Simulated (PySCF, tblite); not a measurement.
# C₃H₆O₄SSi: geometry, infrared bands and NMR shifts

Wanted: the infrared bands and NMR shifts of C₃H₆O₄SSi (`CS[Si@@H](OC=O)C(=O)O`), by calculation.

Programs: tblite 0.8.0 and PySCF 2.14.0, with density-fitted response routines of our own. Each step states its level of theory. These are calculated values for one molecule in the gas phase, unless marked as measured. Atoms count from 0, in the outputs and in this text.

### 1 The molecule as given

15 atoms, charge 0, multiplicity 1; geometry from: force field or distance geometry start.

Bonds of the start (Å): C0–S1 1.81, S1–Si2 2.15, Si2–O3 1.67, O3–C4 1.33, C4–O5 1.23, Si2–C6 1.90, C6–O7 1.22, C6–O8 1.36, C0–H9 1.10, C0–H10 1.11, C0–H11 1.09, Si2–H12 1.50, C4–H13 1.10, O8–H14 0.97.

### 2 Geometry optimisation with GFN2-xTB

What the job is given:

```
{"job": {"kind": "relax", "xc": "GFN2-xTB", "basis": "xTB"}, "charge": 0, "multiplicity": 1}
C     -0.732900    -1.813400     1.910300
S      0.040100    -0.180100     1.965100
Si    -0.281000     0.575100    -0.026200
O      0.413700     2.091400    -0.086200
C      0.469300     2.788800    -1.217100
O      0.009300     2.468200    -2.312700
C      0.407300    -0.648000    -1.302000
O     -0.254400    -1.621600    -1.612200
O      1.649300    -0.468800    -1.821800
H     -0.682900    -2.277400     2.902900
H     -1.800200    -1.724400     1.637600
H     -0.236900    -2.463600     1.195300
H     -1.770200     0.744700    -0.137800
H      1.004100     3.738000    -1.040700
H      1.760900    -1.200800    -2.449500
```

Run with:

```bash
$ OMP_NUM_THREADS=1 python probes_run.py task.json out
```

This one command runs all jobs of the session in turn.

**Question.** This job is followed by: GFN2-xTB harmonic vibrations, gas phase; GIAO PBE0/pcSseg-1 NMR shielding, non-relativistic, gas phase. What will the session give for the following? strongest single infrared mode (GFN2-xTB); zero-point energy (GFN2-xTB); 13C shifts against TMS (PBE0/pcSseg-1); 1H shifts against TMS (PBE0/pcSseg-1, means over atoms taken as alike); 33S shifts against CS2 (PBE0/pcSseg-1); 29Si shifts against TMS (PBE0/pcSseg-1); 17O shifts against H2O (PBE0/pcSseg-1); surface potential, 1st and 99th percentile.

**Answer**, as computed:

```
                                                              quantity                           value
                             strongest single infrared mode (GFN2-xTB)           1177 cm⁻¹, 564 km/mol
                                          zero-point energy (GFN2-xTB)                   58.7 kcal/mol
                                13C shifts against TMS (PBE0/pcSseg-1)           181.8, 164.7, 9.5 ppm
1H shifts against TMS (PBE0/pcSseg-1, means over atoms taken as alike)      8.06, 6.75, 5.73, 2.26 ppm
                                33S shifts against CS2 (PBE0/pcSseg-1)                        -209 ppm
                               29Si shifts against TMS (PBE0/pcSseg-1)                       -25.7 ppm
                                17O shifts against H2O (PBE0/pcSseg-1)  485.2, 468.2, 234.1, 206.5 ppm
                                 surface potential, 1st and 99th percentile              -1.37 V and 2.35 V
```

What this shows: Relaxing lowered the energy by 0.293 eV in 95 steps; the close pair that moved most is Si2–H12, from 1.503 to 1.456 Å. No mode is imaginary among the 39: a minimum at this level. The strongest single mode, at 1177 cm⁻¹, moves mainly O3 and C4. GFN2-xTB is a fitted tight-binding method: band positions and strengths are rough. Its intensities can rank the bands wrongly. At PBE0/pcSseg-1: The widest tensor belongs to O7: span 708 ppm, with a paramagnetic part of -552 ppm. At PBE0/pcSseg-1, counted by nearest atom on the grid, the HOMO lies on S1 70 %; O7 7 %, the LUMO on C6 37 %; O7 21 %.
